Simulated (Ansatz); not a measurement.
# LuSi2: squeezing one contact

An exercise on one series of results from a longer session: the logs are not shown, and one member is left open.

Computed with Ansatz 0.2.0 (DFT PBEsol, with the methods named in each step, unless a step's input says otherwise).

## The starting structure

Symmetry: P6/mmm, No. 191, hexagonal system. The conventional cell has a = 4.089 Å, b = 4.089 Å, c = 3.796 Å, α = 90.00°, β = 90.00°, γ = 120.00°. Around Lu (site symmetry 6/mmm) lie 12 Si at 3.03 Å. Around Si (site symmetry -6m2) lie 3 Si at 2.36 Å and 6 Lu at 3.03 Å.

Coordinates:

```cif
data_structure
_symmetry_space_group_name_H-M 'P 1'
_symmetry_Int_Tables_number 1
_cell_length_a 4.0893
_cell_length_b 4.0893
_cell_length_c 3.7962
_cell_angle_alpha 90.000
_cell_angle_beta 90.000
_cell_angle_gamma 120.000
_cell_volume 54.98
loop_
_atom_site_label
_atom_site_type_symbol
_atom_site_fract_x
_atom_site_fract_y
_atom_site_fract_z
_atom_site_occupancy
Lu1 Lu 0.00000 0.00000 0.00000 1
Si1 Si 0.33333 0.66667 0.50000 1
Si2 Si 0.66667 0.33333 0.50000 1
```

Atoms are numbered in the order of the input: Lu1, Si2, Si3.

The first run:

Contents of input.yaml:

```yaml
crystal:
  lattice:
    - [4.0893360604, 0.0, 0.0]
    - [-2.0446680302, 3.5414689129, 0.0]
    - [0.0, 0.0, 3.796218]
  atoms:
    - { symbol: Lu, position: [0.0, 0.0, 0.0] }
    - { symbol: Si, position: [0.3333333333, 0.6666666667, 0.5] }
    - { symbol: Si, position: [0.6666666667, 0.3333333333, 0.5] }
kpoints:
  mp_grid: { grid: [9, 9, 8] }
scf:
  occupations: { method: fermi_dirac, width: 0.05 }
hamiltonian:
  xc: pbesol
  pseudopotentials: { kind: all_electron, lapw: { basis_error: 0.001 } }
output:
  forces: true
  stress: true
  eigenvalues: true
  populations: true
```

On the command line:

```sh
ansatz run input.yaml --threads 1 --pin off --max-ram 3072MiB --backend cpu --events-out ev --progress --plain --runs-dir out
```

Steps of the session up to this table: The bond as given, LAPW; Shortest bond scaled by 0.94, LAPW; Shortest bond scaled by 0.88, LAPW; Shortest bond scaled by 0.76, LAPW; Shortest bond scaled by 0.7, LAPW; Shortest bond scaled by 0.7, crystal datasets.

One table of the session follows, with a row left open; its other results are not shown here.

| method | length (Å) | F from the given length (eV/cell) | force along the bond (eV/Å) | pressure (GPa) | largest force (eV/Å) |
| --- | --- | --- | --- | --- | --- |
| LAPW | 1.653 | 5.481 | 24.888 | 30.59 | 24.888 |
| LAPW | 1.794 | 2.761 | 14.319 | 16.07 | 14.319 |
| LAPW | 2.078 | 0.441 | 3.742 | 0.52 | 3.742 |
| LAPW | 2.219 | 0.092 | 1.407 | -2.53 | 1.407 |
| LAPW | 2.361 | 0.000 | 0.000 | -3.58 | 0.000 |
| PAW | 1.653 | 5.489 | 24.935 | 30.67 | 24.935 |
| PAW | 1.794 | ? | ? | ? | ? |
| PAW | 2.078 | 0.442 | 3.747 | 0.52 | 3.747 |
| PAW | 2.219 | 0.092 | 1.408 | -2.53 | 1.408 |
| PAW | 2.361 | 0.000 | 0.000 | -3.58 | 0.000 |
| PAW (level accurate) | 1.653 | – | 24.833 | 30.53 | 24.833 |
| crystal datasets | 1.653 | – | 24.888 | 30.59 | 24.888 |

**Question.** Estimate the row for PAW, 1.794.

As computed: F from the given length (eV/cell): 2.764; force along the bond (eV/Å): 14.340; pressure (GPa): 16.11; largest force (eV/Å): 14.340.

Caveats from the session: Rows by PAW come from runs of the same series that aren't printed here. Warnings in the runs' records: gradients without spin orbit, crystal datasets made, written density without core change.
